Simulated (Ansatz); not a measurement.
# C₂HBF₂: a ladder of functionals and wavefunction methods

Aim: compute C₂HBF₂ with functionals from several rungs and with coupled cluster, and see how far each lands from CCSD(T) at the basis-set limit for the atomisation energy.

Computed with Ansatz 0.2.0, Gaussian basis. Level: functionals in def2-TZVPP, the program's frozen cores in correlated methods.

Plan: LDA (SPW92), PBE-D4, revPBE-D4, BLYP-D4, r2SCAN-D4, B97M-V, PBE0-D4, B3LYP-D4, r2SCANh-D4, r2SCAN0-D4, HSE06-D4, BHLYP-D4, CAM-B3LYP-D4, LC-ωPBE, ωB97X-V, ωB97M-V, B2PLYP, PBE-QIDH; CCSD(T)/def2-SVP; CCSD(T)/def2-TZVPP; MP2/def2-QZVPP; extrapolation to the limit; RPA on PBE.

## 1. The geometry

All runs share one geometry, relaxed beforehand with PBE0-D4 in a triple-zeta def2 set.

6 atoms, charge 0, spin multiplicity 1.

Atoms are counted from 1 here; the program's logs count them from 0.

Bond lengths: C1–C2 1.203 Å, C1–H6 1.066 Å, C2–B3 1.521 Å, B3–F4 1.316 Å, B3–F5 1.316 Å. Angles: C2–C1–H6 180.0°, C1–C2–B3 180.0°, C2–B3–F4 121.1°, C2–B3–F5 121.1°, F4–B3–F5 117.8°.

## 2. LDA

This LDA is Slater exchange with PW92 correlation.

The input, in.yaml:

```yaml
crystal:
  periodic: [false, false, false]
  atoms:
    - {symbol: C, position_ang: [-0.883678, 0.450763, 1.253421]}
    - {symbol: C, position_ang: [-0.218556, 0.106180, 0.311664]}
    - {symbol: B, position_ang: [0.621960, -0.329248, -0.878437]}
    - {symbol: F, position_ang: [0.153556, -1.179465, -1.766622]}
    - {symbol: F, position_ang: [1.841708, 0.131734, -1.054086]}
    - {symbol: H, position_ang: [-1.472990, 0.756036, 2.087861]}
basis:
  gaussian: {orbitals: def2-TZVPP}
hamiltonian: {xc: lda}
output: {orbitals: {seedname: orbitals}}
```

After this run come: PBE-D4 (GGA); revPBE-D4 (GGA); BLYP-D4 (GGA); r2SCAN-D4 (meta-GGA); B97M-V (meta-GGA); PBE0-D4 (hybrid); B3LYP-D4 (hybrid); r2SCANh-D4 (hybrid); r2SCAN0-D4 (hybrid); HSE06-D4 (hybrid); BHLYP-D4 (hybrid); CAM-B3LYP-D4 (range-separated); LC-ωPBE-D4 (range-separated); ωB97X-V (range-separated); ωB97M-V (range-separated); B2PLYP (double hybrid); PBE-QIDH (double hybrid); CCSD(T) in def2-SVP; CCSD(T) in def2-TZVPP; MP2 in def2-QZVPP; RPA on PBE orbitals.

Before running them: what should the planned runs give, taken together? Wanted: atomisation energy, CCSD(T)/CBS; farthest beyond LDA; mean size of error, GGA; mean size of error, meta-GGA; mean size of error, hybrid; mean size of error, range-separated; mean size of error, double hybrid; gap, smallest and largest; T1 diagnostic.

As calculated:

```
                               quantity                                            value
        atomisation energy, CCSD(T)/CBS                                   707.1 kcal/mol
functionals within 3.5 kcal/mol (0.5 %)  B3LYP-D4, r2SCANh-D4, ωB97X-V, B2PLYP, PBE-QIDH
                    farthest beyond LDA                          PBE-D4 (+28.8 kcal/mol)
                mean size of error, GGA                                    13.6 kcal/mol
           mean size of error, meta-GGA                                     6.1 kcal/mol
             mean size of error, hybrid                                     9.1 kcal/mol
    mean size of error, range-separated                                     4.0 kcal/mol
      mean size of error, double hybrid                                     1.0 kcal/mol
              gap, smallest and largest        5.08 eV (LDA (SPW92)), 12.64 eV (LC-ωPBE)
                          T1 diagnostic                                           0.0140
triples share of the correlation energy                                            3.8 %
```

In words: LDA overbinds by 117.3 kcal/mol (17 %). PBE-D4 misses by +28.8 kcal/mol. Double hybrids carry the basis error of their MP2 part in triple zeta, and no dispersion term here, so their miss is partly the set-up's. Taken by rung, double hybrid functionals do best (1.0 kcal/mol on average) and GGA ones worst beyond LDA (13.6 kcal/mol). Misses under about 3.5 kcal/mol are within the doubt on the reference itself, which lacks core-valence correlation, relativity and higher excitations. Hartree-Fock recovers 75 % of the binding; the rest is correlation. CCSD(T) in def2-SVP is off by -25.0 kcal/mol, which most functionals beat. Orbital gaps span 5.1 to 12.6 eV; exact exchange widens them.
